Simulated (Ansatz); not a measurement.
# Ge5S: from a guess to a relaxed structure

Where does this trial cell of Ge5S go when cell and atoms are let free?

Program: Ansatz 0.2.0. Level of theory: DFT PBE, scalar-relativistic, plane waves, PAW. These are calculated values, not measurements.

## (1) The starting structure

It takes space group I4/mmm (No. 139, tetragonal). Conventional cell: a = 5.968 Å, b = 5.968 Å, c = 6.588 Å, α = 90.00°, β = 90.00°, γ = 90.00°. Ge (site symmetry 2/m) has 6 Ge at 2.68 to 2.98 Å and 2 S at 2.68 Å as nearest neighbours. Ge (site symmetry 4/mmm) is surrounded by 8 Ge at 2.68 Å. S (site symmetry 4/mmm) is surrounded by 8 Ge at 2.68 Å.

As a file:

```xyz
6
Lattice="-2.9838 2.9838 3.2939 2.9838 -2.9838 3.2939 2.9838 2.9838 -3.2939" Properties=species:S:1:pos:R:3 pbc="T T T"
Ge    1.4919    1.4919    1.6469
Ge    1.4919    1.4919   -1.6469
Ge   -1.4919    1.4919    1.6469
Ge    1.4919   -1.4919    1.6469
Ge    0.0000    0.0000    3.2939
S     0.0000    0.0000    0.0000
```

Recipe of the guess: random cell by space group and Wyckoff sites (I4/mmm, No. 139). Its size is a rough estimate.

## (2) The guess as it stands, on a coarse mesh

File input.yaml:

```yaml
crystal:
  lattice:
    - [-2.98380904, 2.98380904, 3.29385426]
    - [2.98380904, -2.98380904, 3.29385426]
    - [2.98380904, 2.98380904, -3.29385426]
  atoms:
    - { symbol: Ge, position: [0.5, 0.5, 0.5] }
    - { symbol: Ge, position: [0.0, 0.0, 0.5] }
    - { symbol: Ge, position: [0.5, 0.0, 0.0] }
    - { symbol: Ge, position: [0.0, 0.5, 0.0] }
    - { symbol: Ge, position: [0.5, 0.5, 0.0] }
    - { symbol: S, position: [0.0, 0.0, 0.0] }
basis:
  ecutwfc: 420
kpoints:
  mp_grid: { grid: [4, 4, 4] }
hamiltonian:
  xc: pbe
scf:
  occupations: { method: gaussian, width: 0.1 }
  lower_state_search: "off"
output:
  forces: true
  stress: true
  eigenvalues: true
```

Launch:

```sh
$ ansatz run input.yaml --threads 1 --pin off --max-ram 2560MiB --backend cpu --events-out ev --progress --plain --runs-dir out
```

Further runs follow: rough relaxation on the coarse mesh; relaxation on the finer mesh.

Before running it: what results should come out? Wanted: conventional cell; volume; energy over the elements; gap on the mesh.

**Answer**, as computed:

| quantity | value |
| --- | --- |
| symmetry at the end (tolerance 0.05 Å) | space group I4/mmm (No. 139) |
| conventional cell | a = 5.762 Å, b = 5.762 Å, c = 7.793 Å, α = 90.00°, β = 90.00°, γ = 90.00° |
| volume | 21.56 Å³/atom |
| energy over the elements | +0.29 eV/atom |
| gap on the mesh | none (metal) |

What this shows: The space group I4/mmm (No. 139) is kept, and the volume per atom grows by 10.3 % from the first guess. With a positive formation energy it can't be a ground state. No finished test with a distortion of lower symmetry is shown, so the end may be a saddle point.
